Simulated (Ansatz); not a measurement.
**H₂I+ (singlet): wave-function methods side by side at scale of all distances = 0.870, def2-SVP**

The task here is to estimate one member of a computed series from the others.

The runs use Ansatz 0.2.0, Gaussian basis; def2-SVP, core rule «outside noble gas», up to 9 orbitals frozen.

To be run: UHF; CCSD(T) on RHF; BCCD(T) on RHF; CISD; CCSDT(Q) on RHF; CCSDTQ on RHF; CASSCF and MRCISD+Q, 2 electrons in 2 orbitals; CASSCF and NEVPT2, 2 electrons in 2 orbitals; CASSCF and MRCISD+Q, 8 electrons in 6 orbitals; CASSCF and NEVPT2, 8 electrons in 6 orbitals.

8 further runs of the same task are left out: 7 that didn't finish, 1 set aside as unsound or not needed.

**The system**

The geometry derives from a PBE0/def2-TZVP stationary point (not a proven minimum). All distances are scaled together. No spin-orbit coupling is included. Elements past krypton take def2 core potentials.

3 atoms, charge 1, spin multiplicity 1.

Atoms are counted from 1 here; the program's logs count them from 0.

Bond lengths: I1–H2 1.417 Å, I1–H3 1.417 Å. Angles: H2–I1–H3 91.0°.

Set-up of the first run:

Input file in.yaml:

```yaml
crystal:
  periodic: [false, false, false]
  atoms:
    - {symbol: I, position_ang: [0.000000, -0.015537, 0.000000]}
    - {symbol: H, position_ang: [0.000000, 0.978099, -1.010426]}
    - {symbol: H, position_ang: [0.000000, 0.978140, 1.010386]}
basis:
  gaussian: {orbitals: def2-SVP}
total_charge: 1
magnetization: {spin_polarized: true, initial_magnetization: 0}
hamiltonian: {xc: hf}
output: {orbitals: {seedname: orbitals}}
```

The run is started by

```console
ansatz run in.yaml --threads 1 --pin off --events-out ev --progress --plain --max-ram 2393MiB
```

Among the steps run: UHF; CCSD(T) on RHF; BCCD(T) on RHF; CISD; CCSDT(Q) on RHF; CCSDTQ on RHF; CASSCF and MRCISD+Q, 2 electrons in 2 orbitals; CASSCF and NEVPT2, 2 electrons in 2 orbitals; CASSCF and MRCISD+Q, 8 electrons in 6 orbitals; CASSCF and NEVPT2, 8 electrons in 6 orbitals.

One table of the session follows, with a row left open; its other results are not shown here.

```
          method  from RCCSDTQ (meV)
             RHF             +3647.1
            RMP2              +599.1
            CISD              +214.0
           RCCSD               +76.9
        RCCSD(T)                   ?
         BCCD(T)               +12.7
          RCCSDT                +4.0
       RCCSDT(Q)                +0.4
         RCCSDTQ                   0
     CASSCF pair             +3255.3
     NEVPT2 pair              +598.5
     MRCISD pair              +165.6
   MRCISD+Q pair               -13.7
  CASSCF valence             +2782.7
  NEVPT2 valence              +642.9
  MRCISD valence              +115.9
MRCISD+Q valence               -11.4
```

Q: Estimate the row for RCCSD(T) from the others.

As computed: from RCCSDTQ (meV): +12.6. In the column «from RCCSDTQ (meV)» it lies between RCCSDT (+4.0) and BCCD(T) (+12.7).
